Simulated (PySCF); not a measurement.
# C3H8Ga−: magnetic properties

An exercise on one series of results from a longer session: the logs are not shown, and one member is left open.

Programs: PySCF 2.14.0, with routines of our own; each step states its level. All values are computed. Atoms count from 0.

## The system as given

12 atoms, charge -1, multiplicity 1; geometry from: UFF.

Set-up of the first run:

Job settings and geometry (Å):

```
{"job": {"xc": "PBE0", "basis": "def2-SVP", "d3": "d3bj", "grid": 1, "kind": "geom"}, "charge": -1, "multiplicity": 1}
C      1.499736     0.241069     1.127825
C      1.152132    -0.479159     0.057501
C     -0.266692    -0.905504    -0.177026
Ga    -1.426558     0.659660    -0.660950
H      2.536535     0.523114     1.279247
H      0.757350     0.551968     1.856798
H      1.919989    -0.790017    -0.644710
H     -0.300102    -1.623289    -1.023081
H     -0.671193    -1.407006     0.727637
H     -0.710384     1.515065    -1.821958
H     -1.637421     1.587374     0.638043
H     -2.853391     0.126724    -1.182807
```

Command:

```sh
> OMP_NUM_THREADS=1 python excited_run.py task.json out
```

This one command runs all jobs of the session in turn.

Among the steps run: Relaxing the molecule at PBE0-D3(BJ)/def2-SVP; Magnetic properties: GIAO B97-2/aug-pcSseg-1; Magnetic properties: GIAO PBE/aug-pcSseg-1; Magnetic properties: GIAO KT2/aug-pcSseg-1; Magnetic properties: GIAO HF/aug-pcSseg-1; Magnetic properties: GIAO BP86/aug-pcSseg-1; Magnetic properties: GIAO PBE0/aug-pcSseg-1.

One table of the session follows, with a row left open; its other results are not shown here.

| level | gap (eV) |
| --- | --- |
| GIAO B97-2/aug-pcSseg-1 | 4.29 |
| GIAO PBE/aug-pcSseg-1 | ? |
| GIAO KT2/aug-pcSseg-1 | 3.37 |
| GIAO HF/aug-pcSseg-1 | 7.38 |
| GIAO BP86/aug-pcSseg-1 | 3.38 |
| GIAO PBE0/aug-pcSseg-1 | 4.51 |

Q: Estimate the row for GIAO PBE/aug-pcSseg-1 from the others.

**Answer.** gap (eV): 3.22. In the column «gap (eV)» it is the lowest.

Limits of these values: For an ion, the motion of the centre of mass in the field is left out. Vibrational averaging and real surroundings are missing from these values.
